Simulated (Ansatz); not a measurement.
# Si4NH11: one species, many methods

One table from this session's results is given with a row withheld; the runs are named, their logs left out.

Program: Ansatz 0.2.0, Gaussian basis. Level of theory: functionals in def2-TZVPP, the program's frozen cores in correlated methods. These are calculated values, not measurements.

Plan: LDA (SPW92), PBE-D4, revPBE-D4, BLYP-D4, r2SCAN-D4, B97M-V, PBE0-D4, B3LYP-D4, r2SCANh-D4, r2SCAN0-D4, HSE06-D4, BHLYP-D4, CAM-B3LYP-D4, LC-ωPBE, ωB97X-V, ωB97M-V, B2PLYP, PBE-QIDH; CCSD(T)/def2-SVP; CCSD(T)/def2-TZVPP; MP2/def2-QZVPP; extrapolation to the limit; RPA on PBE.

## The relaxed structure

All runs share one geometry, relaxed beforehand with PBE0-D4 in a triple-zeta def2 set.

SMILES `[SiH3][SiH2]N[SiH2][SiH3]`, 16 atoms, charge 0, spin multiplicity 1.

Atoms are counted from 1 here; the program's logs count them from 0.

Bond lengths: Si1–Si2 2.343 Å, Si1–H6 1.488 Å, Si1–H7 1.491 Å, Si1–H8 1.488 Å, Si2–N3 1.729 Å, Si2–H9 1.493 Å, Si2–H10 1.488 Å, N3–Si4 1.732 Å, N3–H11 1.011 Å, Si4–Si5 2.342 Å, Si4–H12 1.494 Å, Si4–H13 1.491 Å, Si5–H14 1.487 Å, Si5–H15 1.490 Å, Si5–H16 1.487 Å. Angles: Si2–Si1–H6 110.7°, Si2–Si1–H7 109.7°, Si2–Si1–H8 110.9°, H6–Si1–H7 108.2°, H6–Si1–H8 109.0°, H7–Si1–H8 108.3°, Si1–Si2–N3 110.5°, Si1–Si2–H9 108.8°, Si1–Si2–H10 110.4°, N3–Si2–H9 113.0°, N3–Si2–H10 106.8°, H9–Si2–H10 107.2°, Si2–N3–Si4 129.3°, Si2–N3–H11 115.4°, Si4–N3–H11 115.0°, N3–Si4–Si5 111.6°, N3–Si4–H12 112.1°, N3–Si4–H13 109.5° and more.

The first run:

File in.yaml:

```yaml
crystal:
  periodic: [false, false, false]
  atoms:
    - {symbol: Si, position_ang: [-1.171720, -2.839920, -0.413067]}
    - {symbol: Si, position_ang: [0.341900, -1.219397, 0.342750]}
    - {symbol: N, position_ang: [0.687009, -0.081289, -0.912220]}
    - {symbol: Si, position_ang: [0.832827, 1.642223, -0.820340]}
    - {symbol: Si, position_ang: [-0.062967, 2.478091, 1.175228]}
    - {symbol: H, position_ang: [-2.488641, -2.223918, -0.729460]}
    - {symbol: H, position_ang: [-0.646366, -3.476653, -1.654351]}
    - {symbol: H, position_ang: [-1.368051, -3.902764, 0.610281]}
    - {symbol: H, position_ang: [1.562942, -1.905470, 0.861187]}
    - {symbol: H, position_ang: [-0.243589, -0.449594, 1.474137]}
    - {symbol: H, position_ang: [0.923711, -0.482764, -1.809725]}
    - {symbol: H, position_ang: [2.253676, 2.092221, -0.919039]}
    - {symbol: H, position_ang: [0.119412, 2.265155, -1.972256]}
    - {symbol: H, position_ang: [0.708037, 2.029400, 2.365090]}
    - {symbol: H, position_ang: [0.016876, 3.963753, 1.099110]}
    - {symbol: H, position_ang: [-1.487956, 2.088326, 1.347075]}
basis:
  gaussian: {orbitals: def2-TZVPP}
hamiltonian: {xc: lda}
output: {orbitals: {seedname: orbitals}}
```

On the command line:

```sh
$ ansatz run in.yaml --threads 2 --pin off --events-out ev --progress --plain --max-ram 32768MiB --backend cuda --devices 0, --max-vram 18GiB
```

Among the steps run: LDA; PBE-D4 (GGA); revPBE-D4 (GGA); BLYP-D4 (GGA); r2SCAN-D4 (meta-GGA); B97M-V (meta-GGA); B3LYP-D4 (hybrid); r2SCANh-D4 (hybrid); r2SCAN0-D4 (hybrid); HSE06-D4 (hybrid); BHLYP-D4 (hybrid); CAM-B3LYP-D4 (range-separated); LC-ωPBE (range-separated); ωB97X-V (range-separated); ωB97M-V (range-separated); B2PLYP (double hybrid); PBE-QIDH (double hybrid).

One of the session's tables, all rows but one given; the rest of the session is left out.

It belongs to the step «Orbital energies across the functionals». 

| functional | HOMO (eV) | gap (eV) |
| --- | --- | --- |
| LDA (SPW92) | -6.19 | 4.49 |
| PBE-D4 | -6.11 | 4.61 |
| revPBE-D4 | -6.07 | 4.67 |
| BLYP-D4 | -5.99 | 4.68 |
| r2SCAN-D4 | -6.38 | 5.15 |
| B97M-V | -6.56 | 5.09 |
| PBE0-D4 | -7.34 | 6.66 |
| B3LYP-D4 | -7.13 | 6.32 |
| r2SCANh-D4 | -6.84 | 5.90 |
| r2SCAN0-D4 | -7.52 | 7.01 |
| HSE06-D4 | ? | ? |
| BHLYP-D4 | -8.48 | 8.74 |
| CAM-B3LYP-D4 | -8.65 | 9.04 |
| LC-ωPBE | -9.96 | 11.44 |
| ωB97X-V | -9.65 | 10.98 |
| ωB97M-V | -9.50 | 10.52 |

Estimate the missing values for HSE06-D4.

**Answer.** HOMO (eV): -6.94; gap (eV): 5.90. In the column «HOMO (eV)» it lies between B3LYP-D4 (-7.13) and r2SCANh-D4 (-6.84).
